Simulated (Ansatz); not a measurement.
**C3H12GaN: basis-set convergence**

One table from this session's results is given with a row withheld; the runs are named, their logs left out.

Method: one geometry, several basis sets; program: Ansatz 0.2.0, Gaussian basis.

The runs, in order: PBE0-D4/def2-SVP; ωB97M-V/def2-SVP; PBE0-D4/def2-QZVPP; ωB97M-V/def2-QZVPP; the functionals' def2-TZVPP values are taken from earlier runs.

### Structure used throughout

The geometry comes from an earlier relaxation with PBE0-D4 in a triple-zeta def2 set; it is a stationary point, not always the lowest conformer.

SMILES `C[NH2+][GaH-]([CH3])[CH3]`, 17 atoms, charge 0, spin multiplicity 1.

Atoms are counted from 1 here; the program's logs count them from 0.

Bond lengths: C1–N2 1.465 Å, C1–H6 1.093 Å, C1–H7 1.090 Å, C1–H8 1.090 Å, N2–Ga3 2.160 Å, N2–H9 1.014 Å, N2–H10 1.014 Å, Ga3–C4 1.994 Å, Ga3–C5 1.994 Å, Ga3–H11 1.594 Å, C4–H12 1.094 Å, C4–H13 1.094 Å, C4–H14 1.094 Å, C5–H15 1.094 Å, C5–H16 1.094 Å, C5–H17 1.094 Å. Angles: N2–C1–H6 112.8°, N2–C1–H7 108.9°, N2–C1–H8 108.9°, H6–C1–H7 109.1°, H6–C1–H8 109.1°, H7–C1–H8 108.0°, C1–N2–Ga3 114.9°, C1–N2–H9 110.8°, C1–N2–H10 110.8°, Ga3–N2–H9 106.7°, Ga3–N2–H10 106.7°, H9–N2–H10 106.6°, N2–Ga3–C4 100.0°, N2–Ga3–C5 100.0°, N2–Ga3–H11 96.4°, C4–Ga3–C5 118.2°, C4–Ga3–H11 117.4°, C5–Ga3–H11 117.4° and more.

As a file:

```mol
C3H12GaN
  3D, bonds by distance, orders not assigned

 17 16  0  0  0  0  0  0  0  0999 V2000
    0.6517    1.4337   -1.1936 C   0  0
    1.1803    0.8729    0.0521 N   0  0
   -0.0071   -0.7126    0.9122 Ga  0  0
    0.0618   -2.0421   -0.5717 C   0  0
   -1.7171    0.2639    1.2230 C   0  0
    1.2787    2.2325   -1.5983 H   0  0
    0.5693    0.6366   -1.9318 H   0  0
   -0.3481    1.8250   -1.0075 H   0  0
    1.2647    1.5912    0.7629 H   0  0
    2.1107    0.4952   -0.0894 H   0  0
    0.9307   -0.9714    2.1744 H   0  0
   -0.3667   -2.9923   -0.2402 H   0  0
    1.0861   -2.2537   -0.8933 H   0  0
   -0.5116   -1.7214   -1.4461 H   0  0
   -2.2326    0.5098    0.2902 H   0  0
   -2.3992   -0.3578    1.8100 H   0  0
   -1.5707    1.1900    1.7871 H   0  0
  1  2  8  0
  2  3  8  0
  3  4  8  0
  3  5  8  0
  1  6  8  0
  1  7  8  0
  1  8  8  0
  2  9  8  0
  2 10  8  0
  3 11  8  0
  4 12  8  0
  4 13  8  0
  4 14  8  0
  5 15  8  0
  5 16  8  0
  5 17  8  0
M  END
```

Set-up of the first run:

in.yaml

```yaml
crystal:
  periodic: [false, false, false]
  atoms:
    - {symbol: C, position_ang: [0.651720, 1.433702, -1.193558]}
    - {symbol: N, position_ang: [1.180286, 0.872936, 0.052067]}
    - {symbol: Ga, position_ang: [-0.007072, -0.712555, 0.912214]}
    - {symbol: C, position_ang: [0.061838, -2.042095, -0.571658]}
    - {symbol: C, position_ang: [-1.717123, 0.263894, 1.222985]}
    - {symbol: H, position_ang: [1.278726, 2.232494, -1.598309]}
    - {symbol: H, position_ang: [0.569297, 0.636557, -1.931842]}
    - {symbol: H, position_ang: [-0.348076, 1.824991, -1.007546]}
    - {symbol: H, position_ang: [1.264697, 1.591207, 0.762939]}
    - {symbol: H, position_ang: [2.110715, 0.495241, -0.089442]}
    - {symbol: H, position_ang: [0.930685, -0.971402, 2.174401]}
    - {symbol: H, position_ang: [-0.366694, -2.992262, -0.240156]}
    - {symbol: H, position_ang: [1.086113, -2.253722, -0.893257]}
    - {symbol: H, position_ang: [-0.511600, -1.721412, -1.446126]}
    - {symbol: H, position_ang: [-2.232624, 0.509770, 0.290158]}
    - {symbol: H, position_ang: [-2.399221, -0.357759, 1.810047]}
    - {symbol: H, position_ang: [-1.570669, 1.190014, 1.787083]}
basis:
  gaussian: {orbitals: def2-SVP}
hamiltonian: {xc: pbe0, dispersion: d4}
output: {orbitals: {seedname: orbitals}}
```

On the command line:

```bash
$ ansatz run in.yaml --threads 4 --pin off --events-out ev --progress --plain --max-ram 11315MiB
```

Steps of the session up to this table: PBE0-D4 in def2-SVP; ωB97M-V in def2-SVP; PBE0-D4 in def2-QZVPP; ωB97M-V in def2-QZVPP.

One of the session's tables, all rows but one given; the rest of the session is left out.

It belongs to the step «Density functionals: the series». 

| functional | basis | HOMO (eV) | LUMO (eV) |
| --- | --- | --- | --- |
| PBE0-D4 | def2-SVP | -6.76 | 0.84 |
| PBE0-D4 | def2-TZVPP | -6.84 | 0.27 |
| PBE0-D4 | def2-QZVPP | -6.86 | -0.07 |
| ωB97M-V | def2-SVP | ? | ? |
| ωB97M-V | def2-TZVPP | -9.08 | 1.69 |
| ωB97M-V | def2-QZVPP | -9.10 | 1.07 |

**Question.** Estimate the row for ωB97M-V, def2-SVP.

As computed: HOMO (eV): -9.00; LUMO (eV): 2.46. In the column «HOMO (eV)» it lies between ωB97M-V, def2-TZVPP (-9.08) and PBE0-D4, def2-QZVPP (-6.86).
